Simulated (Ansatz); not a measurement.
# C3H3BCl2O2: basis-set convergence

One table from this session's results is given with a row withheld; the runs are named, their logs left out.

Method: one geometry, several basis sets; program: Ansatz 0.2.0, Gaussian basis.

Levels to be run: PBE0-D4/def2-SVP; ωB97M-V/def2-SVP; PBE0-D4/def2-QZVPP; ωB97M-V/def2-QZVPP; the functionals' def2-TZVPP values are taken from earlier runs.

## The relaxed structure

All runs share one geometry, relaxed beforehand with PBE0-D4 in a triple-zeta def2 set.

SMILES `Cl[B-]1(Cl)OC=CC=[O+]1`, 11 atoms, charge 0, spin multiplicity 1.

Atoms are counted from 1 here; the program's logs count them from 0.

Bond lengths: Cl1–B2 1.823 Å, B2–Cl3 1.806 Å, B2–O4 1.504 Å, B2–O8 1.504 Å, O4–C5 1.273 Å, C5–C6 1.382 Å, C5–H9 1.089 Å, C6–C7 1.382 Å, C6–H10 1.078 Å, C7–O8 1.273 Å, C7–H11 1.089 Å. Angles: Cl1–B2–Cl3 114.9°, Cl1–B2–O4 107.7°, Cl1–B2–O8 107.7°, Cl3–B2–O4 108.6°, Cl3–B2–O8 108.6°, O4–B2–O8 109.3°, B2–O4–C5 121.6°, O4–C5–C6 123.8°, O4–C5–H9 114.7°, C6–C5–H9 121.5°, C5–C6–C7 116.7°, C5–C6–H10 121.5°, C7–C6–H10 121.5°, C6–C7–O8 123.8°, C6–C7–H11 121.5°, O8–C7–H11 114.7°, B2–O8–C7 121.6°.

The first run:

in.yaml reads:

```yaml
crystal:
  periodic: [false, false, false]
  atoms:
    - {symbol: Cl, position_ang: [-1.002715, -1.572481, 1.963815]}
    - {symbol: B, position_ang: [0.425080, -0.751844, 1.181612]}
    - {symbol: Cl, position_ang: [2.008102, -1.027660, 2.006463]}
    - {symbol: O, position_ang: [0.147285, 0.726406, 1.159785]}
    - {symbol: C, position_ang: [-0.314761, 1.302857, 0.123363]}
    - {symbol: C, position_ang: [-0.457205, 0.680349, -1.102631]}
    - {symbol: C, position_ang: [0.048559, -0.601560, -1.211023]}
    - {symbol: O, position_ang: [0.526159, -1.258576, -0.231126]}
    - {symbol: H, position_ang: [-0.566145, 2.353700, 0.260592]}
    - {symbol: H, position_ang: [-0.845306, 1.207070, -1.959996]}
    - {symbol: H, position_ang: [0.096247, -1.115261, -2.170255]}
basis:
  gaussian: {orbitals: def2-SVP}
hamiltonian: {xc: pbe0, dispersion: d4}
output: {orbitals: {seedname: orbitals}}
```

The run is started by

```console
ansatz run in.yaml --threads 4 --pin off --events-out ev --progress --plain --max-ram 11315MiB
```

Among the steps run: PBE0-D4 in def2-SVP; ωB97M-V in def2-SVP; PBE0-D4 in def2-QZVPP; ωB97M-V in def2-QZVPP.

One of the session's tables, all rows but one given; the rest of the session is left out.

It belongs to the step «Density functionals: the series». 

```
functional       basis  HOMO (eV)  LUMO (eV)
   PBE0-D4    def2-SVP      -7.73      -3.04
   PBE0-D4  def2-TZVPP      -7.95      -3.09
   PBE0-D4  def2-QZVPP      -7.99      -3.13
   ωB97M-V    def2-SVP      -9.91      -0.83
   ωB97M-V  def2-TZVPP     -10.18      -0.95
   ωB97M-V  def2-QZVPP          ?          ?
```

Estimate the missing values for ωB97M-V, def2-QZVPP.

**Answer.** HOMO (eV): -10.23; LUMO (eV): -1.01. In the column «HOMO (eV)» it is the lowest.
